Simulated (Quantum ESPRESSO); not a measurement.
Crystal: BeB5.

```
Be B
1.0
     0.00000    2.77422    2.77422
     2.77422    0.00000    2.77422
     2.77422    2.77422    0.00000
Be B
1 5
Direct
  0.00000 0.00000 0.00000
  0.75000 0.75000 0.75000
  0.37500 0.37500 0.87500
  0.37500 0.87500 0.37500
  0.87500 0.37500 0.37500
  0.37500 0.37500 0.37500
```

The cell was built by a generator and needn't be a form met in nature.

Program: Quantum ESPRESSO 7.5. Alike in all runs: no spin polarisation; cell as given. Hardware: 1 thread of AMD EPYC 9R45 (Zen 5), with other jobs on the host.

Order these runs on this cell by their wall time, lowest first.
A. task single point; level PBE; potentials or basis SSSP 1.3 efficiency PBE; k mesh 8 × 8 × 8; cutoff (eV) 748; smearing fermi-dirac 0.05 eV; mixing beta 0.5
B. task projected density of states; level rPW86PBE+rVV10; potentials or basis PseudoDojo 0.5 SR PBE stringent; k mesh 8 × 8 × 8; cutoff (eV) 1878; smearing gaussian 0.136 eV; mixing beta 0.5; rVV10 parameter b 6.3; dos occupations tetrahedra_opt; other keys verbose = yes; ecut_scale = 1.3
C. task band structure; level PBE+D3(BJ); potentials or basis GBRV 1.5 LDA; k mesh 12 × 12 × 12; cutoff (eV) 612; smearing gaussian 0.1 eV; mixing beta 0.1; other keys mixing_beta = 0.1; k = 12 × 12 × 12; verbose = yes

A (8.1 s), C (27 s), B (74 s).
